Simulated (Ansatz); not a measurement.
# GeH2 (triplet): PBE, r2SCAN, PBE0, B3LYP over vertical spin and charge gaps and displaced geometries, cc-pVDZ

How well do these functionals follow the top wave-function level for GeH2 (triplet) over vertical spin and charge gaps and displaced geometries?

The runs use Ansatz 0.2.0, Gaussian basis; cc-pVDZ, all electrons in the functionals.

The runs, in order: PBE, r2SCAN, PBE0, B3LYP, at charge 0, triplet; charge 0, singlet; charge 0, quintet; charge 1, doublet; charge 1, quartet; displaced geometry v1; displaced geometry v2.

28 further runs of the same task are left out: 2 for a mislabelled method, 10 that didn't finish, 16 set aside as unsound or not needed.

**1. What is computed**

The geometry is a PBE0/def2-TZVP stationary point (not a proven minimum). No spin-orbit coupling is included. The filled d shell of Ge may be among the frozen orbitals whatever the setting's name suggests; the logs give the count.

3 atoms, charge 0, spin multiplicity 3.

Atoms are counted from 1 here; the program's logs count them from 0.

Bond lengths: Ge1–H2 1.541 Å, Ge1–H3 1.541 Å. Angles: H2–Ge1–H3 120.0°.

No dispersion term is added. B3LYP takes the VWN-RPA correlation.

The geometry shown and the zero of energy belong to the point charge 0, triplet. The yardstick, FCI, and other wave-function levels (R restricted, U unrestricted, valence and pair active spaces) come from earlier runs.

**2. PBE, charge 0, triplet**

File in.yaml:

```yaml
crystal:
  periodic: [false, false, false]
  atoms:
    - {symbol: Ge, position_ang: [0.000000, -0.020787, 0.000000]}
    - {symbol: H, position_ang: [0.000000, 0.749032, -1.334401]}
    - {symbol: H, position_ang: [0.000000, 0.749032, 1.334401]}
basis:
  gaussian: {orbitals: cc-pVDZ}
magnetization: {spin_polarized: true, initial_magnetization: 2}
hamiltonian: {xc: {name: PBE}}
output: {orbitals: {seedname: orbitals}}
```

Run with:

```console
$ ansatz run in.yaml --threads 1 --pin off --events-out ev --progress --plain --max-ram 2393MiB
```

What it wrote, shortened:

```text
Functional definition: PBE
  name "PBE"
  cite "Perdew, Burke & Ernzerhof, Phys. Rev. Lett. 77, 3865 (1996) doi:10.1103/PhysRevLett.77.3865"
  parent pbe
[...]
413 factors; integrals over basis functions are off by at most 1.2e-3 eV
[...]
mean field -56538.50875716 eV, -2077.7518736479 hartree, gradient 1.9e-5 eV, S^2 2.001502; 0 other end points of the search recorded, 0 dependent functions left out
reference -56538.50878721 eV, -2077.7518747523 hartree; 18, 16 occupied and 19, 21 virtual orbitals, 413 factors
Total energy: -56538.50878721 eV, -2077.7518747523 hartree
```

It took 0.63 s on 1 thread of Intel Xeon Platinum 8375C at 2.90GHz, shared host.

From the report: ⟨S²⟩ of the determinant 2.002 (pure triplet: 2.00).

**3. PBE, charge 0, singlet**

Changes to in.yaml since step 2:

```diff
@@ -8,3 +8,3 @@
   gaussian: {orbitals: cc-pVDZ}
-magnetization: {spin_polarized: true, initial_magnetization: 2}
+magnetization: {spin_polarized: true, initial_magnetization: 0}
 hamiltonian: {xc: {name: PBE}}
```

Launched as before.

What it wrote, shortened:

```text
Functional definition: PBE
  name "PBE"
  cite "Perdew, Burke & Ernzerhof, Phys. Rev. Lett. 77, 3865 (1996) doi:10.1103/PhysRevLett.77.3865"
  parent pbe
[...]
413 factors; integrals over basis functions are off by at most 1.2e-3 eV
[...]
mean field -56538.96293962 eV, -2077.7685645456 hartree, gradient 1.2e-5 eV, S^2 0.239802; 8 other end points of the search recorded, 0 dependent functions left out
reference -56538.96296763 eV, -2077.7685655750 hartree; 17, 17 occupied and 20, 20 virtual orbitals, 413 factors
Total energy: -56538.96296763 eV, -2077.7685655750 hartree
```

Run time: 1.7 s. Hardware: 1 thread of Intel Xeon Platinum 8375C at 2.90GHz, shared host.

From the report: ⟨S²⟩ of the determinant 0.240 (pure singlet: 0.00).

From charge 0, triplet: -0.454 eV.

**4. PBE, charge 0, quintet**

Changes to in.yaml since step 3:

```diff
@@ -8,3 +8,3 @@
   gaussian: {orbitals: cc-pVDZ}
-magnetization: {spin_polarized: true, initial_magnetization: 0}
+magnetization: {spin_polarized: true, initial_magnetization: 4}
 hamiltonian: {xc: {name: PBE}}
```

The command is unchanged.

What it wrote, shortened:

```text
Functional definition: PBE
  name "PBE"
  cite "Perdew, Burke & Ernzerhof, Phys. Rev. Lett. 77, 3865 (1996) doi:10.1103/PhysRevLett.77.3865"
  parent pbe
[...]
413 factors; integrals over basis functions are off by at most 1.2e-3 eV
[...]
mean field -56531.06165725 eV, -2077.4781977740 hartree, gradient 4.7e-6 eV, S^2 6.001622; 0 other end points of the search recorded, 0 dependent functions left out
reference -56531.06168715 eV, -2077.4781988730 hartree; 19, 15 occupied and 18, 22 virtual orbitals, 413 factors
Total energy: -56531.06168715 eV, -2077.4781988730 hartree
```

Wall time 0.63 s (1 thread of Intel Xeon Platinum 8375C at 2.90GHz, shared host).

From the report: ⟨S²⟩ of the determinant 6.002 (pure quintet: 6.00).

From charge 0, triplet: +7.447 eV.

**5. PBE, charge 1, doublet**

Changes to in.yaml since step 4:

```diff
@@ -8,3 +8,4 @@
   gaussian: {orbitals: cc-pVDZ}
-magnetization: {spin_polarized: true, initial_magnetization: 4}
+total_charge: 1
+magnetization: {spin_polarized: true, initial_magnetization: 1}
 hamiltonian: {xc: {name: PBE}}
```

Same command.

What it wrote, shortened:

```text
Functional definition: PBE
  name "PBE"
  cite "Perdew, Burke & Ernzerhof, Phys. Rev. Lett. 77, 3865 (1996) doi:10.1103/PhysRevLett.77.3865"
  parent pbe
[...]
413 factors; integrals over basis functions are off by at most 1.2e-3 eV
[...]
mean field -56530.54877262 eV, -2077.4593496117 hartree, gradient 4.4e-5 eV, S^2 0.751147; 0 other end points of the search recorded, 0 dependent functions left out
reference -56530.54880075 eV, -2077.4593506452 hartree; 17, 16 occupied and 20, 21 virtual orbitals, 413 factors
Total energy: -56530.54880075 eV, -2077.4593506452 hartree
```

It took 0.63 s on 1 thread of Intel Xeon Platinum 8375C at 2.90GHz, shared host.

From the report: ⟨S²⟩ of the determinant 0.751 (pure doublet: 0.75).

From charge 0, triplet: +7.960 eV.

**6. PBE, charge 1, quartet**

Changes to in.yaml since step 5:

```diff
@@ -9,3 +9,3 @@
 total_charge: 1
-magnetization: {spin_polarized: true, initial_magnetization: 1}
+magnetization: {spin_polarized: true, initial_magnetization: 3}
 hamiltonian: {xc: {name: PBE}}
```

Launched as before.

What it wrote, shortened:

```text
Functional definition: PBE
  name "PBE"
  cite "Perdew, Burke & Ernzerhof, Phys. Rev. Lett. 77, 3865 (1996) doi:10.1103/PhysRevLett.77.3865"
  parent pbe
[...]
413 factors; integrals over basis functions are off by at most 1.2e-3 eV
[...]
mean field -56526.20743867 eV, -2077.2998085314 hartree, gradient 3.0e-6 eV, S^2 3.754512; 0 other end points of the search recorded, 0 dependent functions left out
reference -56526.20747032 eV, -2077.2998096948 hartree; 18, 15 occupied and 19, 22 virtual orbitals, 413 factors
Total energy: -56526.20747032 eV, -2077.2998096948 hartree
```

Run time: 0.63 s. Hardware: 1 thread of Intel Xeon Platinum 8375C at 2.90GHz, shared host.

From the report: ⟨S²⟩ of the determinant 3.755 (pure quartet: 3.75).

From charge 0, triplet: +12.301 eV.

**7. PBE, displaced geometry v1**

File in.yaml:

```yaml
crystal:
  periodic: [false, false, false]
  atoms:
    - {symbol: Ge, position_ang: [-0.000625, -0.021152, 0.000876]}
    - {symbol: H, position_ang: [-0.001458, 0.732525, -1.344678]}
    - {symbol: H, position_ang: [0.046506, 0.791835, 1.281511]}
basis:
  gaussian: {orbitals: cc-pVDZ}
magnetization: {spin_polarized: true, initial_magnetization: 2}
hamiltonian: {xc: {name: PBE}}
output: {orbitals: {seedname: orbitals}}
```

Launched as before.

What it wrote, shortened:

```text
Functional definition: PBE
  name "PBE"
  cite "Perdew, Burke & Ernzerhof, Phys. Rev. Lett. 77, 3865 (1996) doi:10.1103/PhysRevLett.77.3865"
  parent pbe
[...]
413 factors; integrals over basis functions are off by at most 1.2e-3 eV
[...]
mean field -56538.49571605 eV, -2077.7513943961 hartree, gradient 1.3e-5 eV, S^2 2.001515; 0 other end points of the search recorded, 0 dependent functions left out
reference -56538.49574612 eV, -2077.7513955009 hartree; 18, 16 occupied and 19, 21 virtual orbitals, 413 factors
Total energy: -56538.49574612 eV, -2077.7513955009 hartree
```

Wall time 0.63 s (1 thread of Intel Xeon Platinum 8375C at 2.90GHz, shared host).

From the report: ⟨S²⟩ of the determinant 2.002 (pure triplet: 2.00).

From charge 0, triplet: +0.013 eV.

**8. PBE, displaced geometry v2**

File in.yaml:

```yaml
crystal:
  periodic: [false, false, false]
  atoms:
    - {symbol: Ge, position_ang: [0.003418, -0.020575, -0.000203]}
    - {symbol: H, position_ang: [-0.161457, 0.757618, -1.323010]}
    - {symbol: H, position_ang: [-0.084836, 0.725194, 1.337612]}
basis:
  gaussian: {orbitals: cc-pVDZ}
magnetization: {spin_polarized: true, initial_magnetization: 2}
hamiltonian: {xc: {name: PBE}}
output: {orbitals: {seedname: orbitals}}
```

The command is unchanged.

What it wrote, shortened:

```text
Functional definition: PBE
  name "PBE"
  cite "Perdew, Burke & Ernzerhof, Phys. Rev. Lett. 77, 3865 (1996) doi:10.1103/PhysRevLett.77.3865"
  parent pbe
[...]
413 factors; integrals over basis functions are off by at most 1.2e-3 eV
[...]
mean field -56538.50717607 eV, -2077.7518155438 hartree, gradient 1.2e-5 eV, S^2 2.001504; 0 other end points of the search recorded, 0 dependent functions left out
reference -56538.50720612 eV, -2077.7518166482 hartree; 18, 16 occupied and 19, 21 virtual orbitals, 413 factors
Total energy: -56538.50720612 eV, -2077.7518166482 hartree
```

Run time: 0.63 s. Hardware: 1 thread of Intel Xeon Platinum 8375C at 2.90GHz, shared host.

From the report: ⟨S²⟩ of the determinant 2.002 (pure triplet: 2.00).

From charge 0, triplet: +0.002 eV.

**9. r2SCAN, charge 0, triplet**

File in.yaml:

```yaml
crystal:
  periodic: [false, false, false]
  atoms:
    - {symbol: Ge, position_ang: [0.000000, -0.020787, 0.000000]}
    - {symbol: H, position_ang: [0.000000, 0.749032, -1.334401]}
    - {symbol: H, position_ang: [0.000000, 0.749032, 1.334401]}
basis:
  gaussian: {orbitals: cc-pVDZ}
magnetization: {spin_polarized: true, initial_magnetization: 2}
hamiltonian: {xc: {name: r2SCAN}}
output: {forces: true}
```

Same command.

What it wrote:

```text
Functional definition: r2SCAN
  name "r2SCAN"
  cite "Furness, Kaplan, Ning, Perdew & Sun, J. Phys. Chem. Lett. 11, 8208 (2020) doi:10.1021/acs.jpclett.0c02405"
  cite "Furness, Kaplan, Ning, Perdew & Sun, J. Phys. Chem. Lett. 11, 9248 (2020) doi:10.1021/acs.jpclett.0c03077"
  parent r2scan
  parameter k0 = 0.174
  parameter k1 = 0.065
  parameter a1 = 4.9479
  exchange = r2scan_x(k0 = k0, k1 = k1, a1 = a1)
  correlation = r2scan_c
413 factors; integrals over basis functions are off by at most 1.2e-3 eV
mean field evaluation 1: about -56546.7226 eV, gradient 5.8e0 eV
mean field evaluation 2: about -56546.9244 eV, gradient 2.9e0 eV
mean field evaluation 4: about -56546.9971 eV, gradient 1.6e-1 eV
mean field evaluation 8: about -56546.9988 eV, gradient 1.5e-3 eV
mean field -56546.99875878 eV, -2078.0638754529 hartree, gradient 6.2e-5 eV, S^2 2.003389; 0 other end points of the search recorded, 0 dependent functions left out
the calculation of the forces begins
reference -56546.99876829 eV, -2078.0638758021 hartree; 18, 16 occupied and 19, 21 virtual orbitals, 413 factors
Total energy: -56546.99876829 eV, -2078.0638758021 hartree
Atom 0 at     0.000000    -0.020787     0.000000 Å, force    -0.000000    -0.013149     0.000000 eV/Å
Atom 1 at     0.000000     0.749032    -1.334401 Å, force    -0.000000     0.006575    -0.007422 eV/Å
Atom 2 at     0.000000     0.749032     1.334401 Å, force    -0.000000     0.006575     0.007422 eV/Å
Dipole moment:     0.000000     0.009294     0.000000 e Å
```

It took 1.4 s on 1 thread of Intel Xeon Platinum 8375C at 2.90GHz, shared host.

From the report: ⟨S²⟩ of the determinant 2.003 (pure triplet: 2.00).

**10. r2SCAN, charge 0, singlet**

Changes to in.yaml since step 9:

```diff
@@ -8,3 +8,3 @@
   gaussian: {orbitals: cc-pVDZ}
-magnetization: {spin_polarized: true, initial_magnetization: 2}
+magnetization: {spin_polarized: true, initial_magnetization: 0}
 hamiltonian: {xc: {name: r2SCAN}}
```

Same command.

What it wrote:

```text
Functional definition: r2SCAN
  name "r2SCAN"
  cite "Furness, Kaplan, Ning, Perdew & Sun, J. Phys. Chem. Lett. 11, 8208 (2020) doi:10.1021/acs.jpclett.0c02405"
  cite "Furness, Kaplan, Ning, Perdew & Sun, J. Phys. Chem. Lett. 11, 9248 (2020) doi:10.1021/acs.jpclett.0c03077"
  parent r2scan
  parameter k0 = 0.174
  parameter k1 = 0.065
  parameter a1 = 4.9479
  exchange = r2scan_x(k0 = k0, k1 = k1, a1 = a1)
  correlation = r2scan_c
413 factors; integrals over basis functions are off by at most 1.2e-3 eV
mean field evaluation 1: about -56546.9454 eV, gradient 5.9e0 eV
mean field evaluation 2: about -56547.1656 eV, gradient 2.4e0 eV
mean field evaluation 4: about -56547.2084 eV, gradient 4.0e-2 eV
mean field evaluation 8: about -56547.2085 eV, gradient 1.3e-3 eV
mean field evaluation 16: about -56547.3058 eV, gradient 2.2e-1 eV
mean field evaluation 32: about -56543.3542 eV, gradient 5.3e0 eV
mean field -56547.30797798 eV, -2078.0752390487 hartree, gradient 2.5e-5 eV, S^2 0.475899; 6 other end points of the search recorded, 0 dependent functions left out
the calculation of the forces begins
reference -56547.30798699 eV, -2078.0752393798 hartree; 17, 17 occupied and 20, 20 virtual orbitals, 413 factors
Total energy: -56547.30798699 eV, -2078.0752393798 hartree
Atom 0 at     0.000000    -0.020787     0.000000 Å, force     0.000001    -2.157133     0.000000 eV/Å
Atom 1 at     0.000000     0.749032    -1.334401 Å, force    -0.000001     1.078567    -0.007586 eV/Å
Atom 2 at     0.000000     0.749032     1.334401 Å, force    -0.000001     1.078567     0.007586 eV/Å
Dipole moment:     0.000000     0.133902     0.000000 e Å
```

It took 3.5 s on 1 thread of Intel Xeon Platinum 8375C at 2.90GHz, shared host.

From the report: ⟨S²⟩ of the determinant 0.476 (pure singlet: 0.00).

From charge 0, triplet: -0.309 eV.

**11. r2SCAN, charge 0, quintet**

Changes to in.yaml since step 10:

```diff
@@ -8,3 +8,3 @@
   gaussian: {orbitals: cc-pVDZ}
-magnetization: {spin_polarized: true, initial_magnetization: 0}
+magnetization: {spin_polarized: true, initial_magnetization: 4}
 hamiltonian: {xc: {name: r2SCAN}}
```

The command is unchanged.

What it wrote:

```text
Functional definition: r2SCAN
  name "r2SCAN"
  cite "Furness, Kaplan, Ning, Perdew & Sun, J. Phys. Chem. Lett. 11, 8208 (2020) doi:10.1021/acs.jpclett.0c02405"
  cite "Furness, Kaplan, Ning, Perdew & Sun, J. Phys. Chem. Lett. 11, 9248 (2020) doi:10.1021/acs.jpclett.0c03077"
  parent r2scan
  parameter k0 = 0.174
  parameter k1 = 0.065
  parameter a1 = 4.9479
  exchange = r2scan_x(k0 = k0, k1 = k1, a1 = a1)
  correlation = r2scan_c
413 factors; integrals over basis functions are off by at most 1.2e-3 eV
mean field evaluation 1: about -56539.2848 eV, gradient 4.2e0 eV
mean field evaluation 2: about -56539.4181 eV, gradient 2.2e0 eV
mean field evaluation 4: about -56539.4648 eV, gradient 1.1e-1 eV
mean field evaluation 8: about -56539.4660 eV, gradient 7.1e-4 eV
mean field evaluation 16: about -56538.3843 eV, gradient 5.4e0 eV
mean field -56539.46598272 eV, -2077.7870510385 hartree, gradient 1.1e-5 eV, S^2 6.003195; 2 other end points of the search recorded, 0 dependent functions left out
the calculation of the forces begins
reference -56539.46599252 eV, -2077.7870513985 hartree; 19, 15 occupied and 18, 22 virtual orbitals, 413 factors
Total energy: -56539.46599252 eV, -2077.7870513985 hartree
Atom 0 at     0.000000    -0.020787     0.000000 Å, force    -0.000000    -2.347647     0.000000 eV/Å
Atom 1 at     0.000000     0.749032    -1.334401 Å, force     0.000000     1.173824    -4.990128 eV/Å
Atom 2 at     0.000000     0.749032     1.334401 Å, force     0.000000     1.173824     4.990128 eV/Å
Dipole moment:     0.000000     0.010544    -0.000000 e Å
```

Run time: 1.5 s. Hardware: 1 thread of Intel Xeon Platinum 8375C at 2.90GHz, shared host.

From the report: ⟨S²⟩ of the determinant 6.003 (pure quintet: 6.00).

From charge 0, triplet: +7.533 eV.

**12. r2SCAN, charge 1, doublet**

Changes to in.yaml since step 11:

```diff
@@ -8,4 +8,4 @@
   gaussian: {orbitals: cc-pVDZ}
-magnetization: {spin_polarized: true, initial_magnetization: 4}
+total_charge: 1
+magnetization: {spin_polarized: true, initial_magnetization: 1}
 hamiltonian: {xc: {name: r2SCAN}}
-output: {forces: true}
```

Launched as before.

What it wrote, shortened:

```text
Functional definition: r2SCAN
  name "r2SCAN"
  cite "Furness, Kaplan, Ning, Perdew & Sun, J. Phys. Chem. Lett. 11, 8208 (2020) doi:10.1021/acs.jpclett.0c02405"
  cite "Furness, Kaplan, Ning, Perdew & Sun, J. Phys. Chem. Lett. 11, 9248 (2020) doi:10.1021/acs.jpclett.0c03077"
  parent r2scan
[...]
413 factors; integrals over basis functions are off by at most 1.2e-3 eV
[...]
mean field -56538.83736875 eV, -2077.7639499011 hartree, gradient 2.4e-5 eV, S^2 0.752887; 0 other end points of the search recorded, 0 dependent functions left out
reference -56538.83737835 eV, -2077.7639502538 hartree; 17, 16 occupied and 20, 21 virtual orbitals, 413 factors
Total energy: -56538.83737835 eV, -2077.7639502538 hartree
```

Run time: 1.2 s. Hardware: 1 thread of Intel Xeon Platinum 8375C at 2.90GHz, shared host.

From the report: ⟨S²⟩ of the determinant 0.753 (pure doublet: 0.75).

From charge 0, triplet: +8.161 eV.

**13. r2SCAN, charge 1, quartet**

Changes to in.yaml since step 12:

```diff
@@ -9,3 +9,3 @@
 total_charge: 1
-magnetization: {spin_polarized: true, initial_magnetization: 1}
+magnetization: {spin_polarized: true, initial_magnetization: 3}
 hamiltonian: {xc: {name: r2SCAN}}
```

Launched as before.

What it wrote, shortened:

```text
Functional definition: r2SCAN
  name "r2SCAN"
  cite "Furness, Kaplan, Ning, Perdew & Sun, J. Phys. Chem. Lett. 11, 8208 (2020) doi:10.1021/acs.jpclett.0c02405"
  cite "Furness, Kaplan, Ning, Perdew & Sun, J. Phys. Chem. Lett. 11, 9248 (2020) doi:10.1021/acs.jpclett.0c03077"
  parent r2scan
[...]
413 factors; integrals over basis functions are off by at most 1.2e-3 eV
[...]
mean field -56534.62322739 eV, -2077.6090830625 hartree, gradient 7.0e-6 eV, S^2 3.759776; 0 other end points of the search recorded, 0 dependent functions left out
reference -56534.62323740 eV, -2077.6090834303 hartree; 18, 15 occupied and 19, 22 virtual orbitals, 413 factors
Total energy: -56534.62323740 eV, -2077.6090834303 hartree
```

Wall time 1.2 s (1 thread of Intel Xeon Platinum 8375C at 2.90GHz, shared host).

From the report: ⟨S²⟩ of the determinant 3.760 (pure quartet: 3.75).

From charge 0, triplet: +12.376 eV.

**14. r2SCAN, displaced geometry v1**

File in.yaml:

```yaml
crystal:
  periodic: [false, false, false]
  atoms:
    - {symbol: Ge, position_ang: [-0.000625, -0.021152, 0.000876]}
    - {symbol: H, position_ang: [-0.001458, 0.732525, -1.344678]}
    - {symbol: H, position_ang: [0.046506, 0.791835, 1.281511]}
basis:
  gaussian: {orbitals: cc-pVDZ}
magnetization: {spin_polarized: true, initial_magnetization: 2}
hamiltonian: {xc: {name: r2SCAN}}
output: {forces: true}
```

Launched as before.

What it wrote:

```text
Functional definition: r2SCAN
  name "r2SCAN"
  cite "Furness, Kaplan, Ning, Perdew & Sun, J. Phys. Chem. Lett. 11, 8208 (2020) doi:10.1021/acs.jpclett.0c02405"
  cite "Furness, Kaplan, Ning, Perdew & Sun, J. Phys. Chem. Lett. 11, 9248 (2020) doi:10.1021/acs.jpclett.0c03077"
  parent r2scan
  parameter k0 = 0.174
  parameter k1 = 0.065
  parameter a1 = 4.9479
  exchange = r2scan_x(k0 = k0, k1 = k1, a1 = a1)
  correlation = r2scan_c
413 factors; integrals over basis functions are off by at most 1.2e-3 eV
mean field evaluation 1: about -56546.7045 eV, gradient 5.9e0 eV
mean field evaluation 2: about -56546.9096 eV, gradient 3.0e0 eV
mean field evaluation 4: about -56546.9909 eV, gradient 1.6e-1 eV
mean field evaluation 8: about -56546.9927 eV, gradient 3.4e-3 eV
mean field -56546.99269542 eV, -2078.0636526284 hartree, gradient 3.6e-5 eV, S^2 2.003390; 0 other end points of the search recorded, 0 dependent functions left out
the calculation of the forces begins
reference -56546.99270491 eV, -2078.0636529771 hartree; 18, 16 occupied and 19, 21 virtual orbitals, 413 factors
Total energy: -56546.99270491 eV, -2078.0636529771 hartree
Atom 0 at    -0.000625    -0.021152     0.000876 Å, force    -0.009622    -0.106810    -0.363365 eV/Å
Atom 1 at    -0.001458     0.732525    -1.344678 Å, force    -0.002097    -0.060734    -0.014699 eV/Å
Atom 2 at     0.046506     0.791835     1.281511 Å, force     0.011720     0.167544     0.378064 eV/Å
Dipole moment:     0.000241     0.004833     0.005399 e Å
```

Wall time 1.4 s (1 thread of Intel Xeon Platinum 8375C at 2.90GHz, shared host).

From the report: ⟨S²⟩ of the determinant 2.003 (pure triplet: 2.00).

From charge 0, triplet: +0.006 eV.

**15. r2SCAN, displaced geometry v2**

File in.yaml:

```yaml
crystal:
  periodic: [false, false, false]
  atoms:
    - {symbol: Ge, position_ang: [0.003418, -0.020575, -0.000203]}
    - {symbol: H, position_ang: [-0.161457, 0.757618, -1.323010]}
    - {symbol: H, position_ang: [-0.084836, 0.725194, 1.337612]}
basis:
  gaussian: {orbitals: cc-pVDZ}
magnetization: {spin_polarized: true, initial_magnetization: 2}
hamiltonian: {xc: {name: r2SCAN}}
output: {forces: true}
```

The command is unchanged.

What it wrote:

```text
Functional definition: r2SCAN
  name "r2SCAN"
  cite "Furness, Kaplan, Ning, Perdew & Sun, J. Phys. Chem. Lett. 11, 8208 (2020) doi:10.1021/acs.jpclett.0c02405"
  cite "Furness, Kaplan, Ning, Perdew & Sun, J. Phys. Chem. Lett. 11, 9248 (2020) doi:10.1021/acs.jpclett.0c03077"
  parent r2scan
  parameter k0 = 0.174
  parameter k1 = 0.065
  parameter a1 = 4.9479
  exchange = r2scan_x(k0 = k0, k1 = k1, a1 = a1)
  correlation = r2scan_c
413 factors; integrals over basis functions are off by at most 1.2e-3 eV
mean field evaluation 1: about -56546.7207 eV, gradient 5.8e0 eV
mean field evaluation 2: about -56546.9226 eV, gradient 2.9e0 eV
mean field evaluation 4: about -56546.9966 eV, gradient 1.6e-1 eV
mean field evaluation 8: about -56546.9983 eV, gradient 1.9e-3 eV
mean field -56546.99828742 eV, -2078.0638581308 hartree, gradient 2.9e-5 eV, S^2 2.003388; 0 other end points of the search recorded, 0 dependent functions left out
the calculation of the forces begins
reference -56546.99829692 eV, -2078.0638584799 hartree; 18, 16 occupied and 19, 21 virtual orbitals, 413 factors
Total energy: -56546.99829692 eV, -2078.0638584799 hartree
Atom 0 at     0.003418    -0.020575    -0.000203 Å, force     0.000030    -0.021961    -0.135369 eV/Å
Atom 1 at    -0.161457     0.757618    -1.323010 Å, force     0.005327    -0.027261     0.029558 eV/Å
Atom 2 at    -0.084836     0.725194     1.337612 Å, force    -0.005356     0.049223     0.105811 eV/Å
Dipole moment:    -0.001326     0.008328     0.002223 e Å
```

Run time: 1.4 s. Hardware: 1 thread of Intel Xeon Platinum 8375C at 2.90GHz, shared host.

From the report: ⟨S²⟩ of the determinant 2.003 (pure triplet: 2.00).

From charge 0, triplet: 0.000 eV.

[end of part 1 of 3]
